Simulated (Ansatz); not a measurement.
# H6InNO3: how energies converge with the basis set

An exercise on one series of results from a longer session: the logs are not shown, and one member is left open.

The runs use Ansatz 0.2.0, Gaussian basis; one geometry, several basis sets.

Levels to be run: PBE0-D4/def2-SVP; ωB97M-V/def2-SVP; PBE0-D4/def2-QZVPP; ωB97M-V/def2-QZVPP; the functionals' def2-TZVPP values are taken from earlier runs.

1 further run of the same task is left out (for a known fault of the program).

**Structure used throughout**

The geometry comes from an earlier relaxation with PBE0-D4 in a triple-zeta def2 set; it is a stationary point, not always the lowest conformer. In takes the def2 core potential; no spin-orbit term is included.

SMILES `[NH3+][In-]([OH])([OH])[OH]`, 11 atoms, charge 0, spin multiplicity 1.

Atoms are counted from 1 here; the program's logs count them from 0.

Bond lengths: N1–In2 2.302 Å, N1–H6 1.014 Å, N1–H7 1.014 Å, N1–H8 1.014 Å, In2–O3 2.001 Å, In2–O4 2.001 Å, In2–O5 2.001 Å, O3–H9 0.959 Å, O4–H10 0.959 Å, O5–H11 0.959 Å. Angles: In2–N1–H6 109.9°, In2–N1–H7 110.0°, In2–N1–H8 110.0°, H6–N1–H7 109.0°, H6–N1–H8 109.0°, H7–N1–H8 109.0°, N1–In2–O3 96.2°, N1–In2–O4 96.1°, N1–In2–O5 96.3°, O3–In2–O4 118.8°, O3–In2–O5 118.8°, O4–In2–O5 118.9°, In2–O3–H9 112.3°, In2–O4–H10 112.3°, In2–O5–H11 112.3°.

Set-up of the first run:

in.yaml

```yaml
crystal:
  periodic: [false, false, false]
  atoms:
    - {symbol: N, position_ang: [-1.411114, 0.564871, 0.533380]}
    - {symbol: In, position_ang: [0.605718, -0.247452, -0.223631]}
    - {symbol: O, position_ang: [1.189740, -1.039071, 1.519284]}
    - {symbol: O, position_ang: [1.353949, 1.524075, -0.778198]}
    - {symbol: O, position_ang: [-0.157041, -1.455495, -1.625061]}
    - {symbol: H, position_ang: [-1.435765, 1.573481, 0.433404]}
    - {symbol: H, position_ang: [-1.535250, 0.327053, 1.511075]}
    - {symbol: H, position_ang: [-2.170737, 0.161449, -0.003345]}
    - {symbol: H, position_ang: [2.003689, -0.647349, 1.842416]}
    - {symbol: H, position_ang: [1.555420, 1.557289, -1.715569]}
    - {symbol: H, position_ang: [0.066793, -2.375950, -1.473253]}
basis:
  gaussian: {orbitals: def2-SVP}
hamiltonian: {xc: pbe0, dispersion: d4}
output: {orbitals: {seedname: orbitals}}
```

Run with:

```sh
$ ansatz run in.yaml --threads 4 --pin off --events-out ev --progress --plain --max-ram 10444MiB
```

Among the steps run: PBE0-D4 in def2-SVP; ωB97M-V in def2-SVP; PBE0-D4 in def2-QZVPP; ωB97M-V in def2-QZVPP.

One table of the session follows, with a row left open; its other results are not shown here.

It belongs to the step «Density functionals: the series». 

```
functional       basis  HOMO (eV)
   PBE0-D4    def2-SVP      -7.33
   PBE0-D4  def2-TZVPP      -7.74
   PBE0-D4  def2-QZVPP      -7.82
   ωB97M-V    def2-SVP      -9.78
   ωB97M-V  def2-TZVPP          ?
   ωB97M-V  def2-QZVPP     -10.31
```

**Question.** Estimate the row for ωB97M-V, def2-TZVPP.

As computed: HOMO (eV): -10.22. In the column «HOMO (eV)» it lies between ωB97M-V, def2-QZVPP (-10.31) and ωB97M-V, def2-SVP (-9.78).
